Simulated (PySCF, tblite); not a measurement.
# C8H11ClF2: infrared bands and NMR shifts

Wanted: the infrared bands and NMR shifts of C8H11ClF2 (`F[C@@H]1C[C@H](Cl)C2(CCC2)[C@@H]1F`), by calculation.

Computed with tblite 0.8.0 and PySCF 2.14.0, with density-fitted response routines of our own, on a single molecule in the gas phase. Atoms are numbered from 0 throughout.

## (1) The molecule as given

22 atoms, charge 0, multiplicity 1; geometry from: GFN2-xTB.

Bonds of the start (Å): F0–C1 1.37, C1–C2 1.54, C2–C3 1.53, C3–Cl4 1.78, C3–C5 1.53, C5–C6 1.54, C6–C7 1.54, C7–C8 1.54, C5–C9 1.53, C9–F10 1.37, C9–C1 1.54, C8–C5 1.54, C1–H11 1.09, C2–H12 1.09, C2–H13 1.09, C3–H14 1.09, C6–H15 1.09, C6–H16 1.09, C7–H17 1.09, C7–H18 1.09, C8–H19 1.09, C8–H20 1.09, C9–H21 1.10.

## (2) Vibrational analysis with GFN2-xTB

Job settings and geometry (Å):

```
{"job": {"kind": "ir", "xc": "GFN2-xTB", "basis": "xTB"}, "charge": 0, "multiplicity": 1}
F     -1.912402     0.953191    -1.664073
C     -1.995650     0.009373    -0.668691
C     -1.887881     0.690896     0.703198
C     -0.573870     0.187148     1.312191
Cl     0.196369     1.409728     2.347181
C      0.287009    -0.230885     0.119240
C      1.589060    -0.997112     0.395704
C      2.377563     0.056372    -0.399623
C      1.086992     0.862408    -0.613883
C     -0.774549    -0.928459    -0.735988
F     -0.372891    -1.159018    -2.020493
H     -2.942100    -0.514463    -0.835597
H     -2.741677     0.472473     1.341182
H     -1.841979     1.769217     0.546249
H     -0.749199    -0.678740     1.958262
H      1.843971    -1.042132     1.452668
H      1.612097    -2.002334    -0.020681
H      3.143823     0.572625     0.173054
H      2.813894    -0.325928    -1.318721
H      0.795474     0.998525    -1.652210
H      1.069679     1.824537    -0.108615
H     -1.034144    -1.908034    -0.311203
```

**Question.** This job is followed by: GIAO PBE0/pcSseg-1 NMR shielding, non-relativistic, gas phase. What will the session give for the following? strongest single infrared mode (GFN2-xTB); zero-point energy (GFN2-xTB); ¹³C shifts against TMS (PBE0/pcSseg-1); ¹H shifts against TMS (PBE0/pcSseg-1); ¹⁹F shifts against CFCl3 (PBE0/pcSseg-1); ³⁵Cl shifts against HCl (PBE0/pcSseg-1).

The runs gave:

| quantity | value |
| --- | --- |
| strongest single infrared mode (GFN2-xTB) | 1113 cm⁻¹, 64 km/mol |
| zero-point energy (GFN2-xTB) | 109.8 kcal/mol |
| ¹³C shifts against TMS (PBE0/pcSseg-1) | 98.9, 93.4, 66.7, 50.0, 45.1, 25.5, 20.4, 14.1 ppm |
| ¹H shifts against TMS (PBE0/pcSseg-1) | 4.98, 4.31, 3.46, 2.65, 2.64, 2.62, 2.24, 2.22, 2.21, 1.92, 1.85 ppm |
| ¹⁹F shifts against CFCl3 (PBE0/pcSseg-1) | -210.2, -240.1 ppm |
| ³⁵Cl shifts against HCl (PBE0/pcSseg-1) | 119 ppm |

The lowest mode is imaginary (26i cm⁻¹), so the xTB geometry is not a minimum. The strongest single mode, at 1113 cm⁻¹, has its largest shares on C9, C5, C1 and F10 (the list is cut at 4 atoms). GFN2-xTB is a fitted tight-binding method: band positions and strengths are rough. Its intensities can rank the bands wrongly. At PBE0/pcSseg-1: Shielding is most anisotropic at Cl4 (span 419 ppm, paramagnetic term -317 ppm).
